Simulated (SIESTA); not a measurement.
Runs of SIESTA 5.4.2 on NiMoIrPdW. It takes space group P3m1 (No. 156, trigonal). The conventional cell has a = 2.766 Å, b = 2.766 Å, c = 11.023 Å, α = 90.00°, β = 90.00°, γ = 120.00°. Around Ni (site symmetry 3m) lie 3 Mo at 2.60 Å and 3 Pd at 2.71 Å and 6 Ni at 2.77 Å. Mo (site symmetry 3m) is surrounded by 3 Ni at 2.60 Å and 6 Mo at 2.77 Å and 3 Ir at 2.82 Å. Pd (site symmetry 3m) has 3 Ni at 2.71 Å and 3 W at 2.74 Å and 6 Pd at 2.77 Å as nearest neighbours. Around Ir (site symmetry 3m) lie 3 W at 2.74 Å and 6 Ir at 2.77 Å and 3 Mo at 2.82 Å. Around W (site symmetry 3m) lie 3 Pd at 2.74 Å and 3 Ir at 2.74 Å and 6 W at 2.77 Å. The cell was built by a generator and needn't be a form met in nature.

```csv
potentials or basis,gap on the mesh (eV),pressure (GPa),moment (μB),largest force (eV/Å)
"PseudoDojo 0.4 standard (PBE files), DZ (energy shift 0.003 Ry; two zetas on semicore shells)",none,-0.8,0.00,0.54
"PseudoDojo 0.4 standard (PBE files), SZ (energy shift 0.003 Ry)",none,4.1,0.39,1.65
"PseudoDojo 0.4 standard (PBE files), TZP (energy shift 0.003 Ry; two zetas on semicore shells)",none,1.5,0.00,0.30
"PseudoDojo 0.4 standard (PBE files), DZP (energy shift 0.003 Ry; two zetas on semicore shells)",none,2.2,0.00,0.34
"PseudoDojo 0.4 standard (PBE files), TZDP (energy shift 0.003 Ry; two zetas on semicore shells)",none,(a),0.00,0.26
"PseudoDojo 0.4 standard (PBE files), SZP (energy shift 0.003 Ry)",none,(b),0.18,0.48
```

Alike in all rows: task band structure; level PBE; spin collinear, ferromagnetic start; cell as given; k mesh 11 × 11 × 3; smearing fermi-dirac 0.05 eV; grid cutoff 800 Ry; energy shift 0.003 Ry.

Question: Fill in the values left out.

Answer: (a) 1.6; (b) 4.7.

Caveats: short orbitals over semicore shells can move pressures by several GPa; the valence orbitals were made in a potential fitted to the semicore shell under them, which widens gaps by tenths of an eV or more; spin-orbit coupling is left out, which moves the levels of the heavy elements; the basis of atomic orbitals isn't converged, which shifts pressures, moduli and gaps; the basis has no polarisation orbitals (some runs); forces of over 1 eV/Å show positions far from the minimum, so gaps and moduli don't describe the material at rest (some runs).

A k mesh can miss the band edges, and the runs leave out spin-orbit coupling on Ir, Mo, Pd, W.

A gap of «none» marks a metal or a gap under the smearing width.
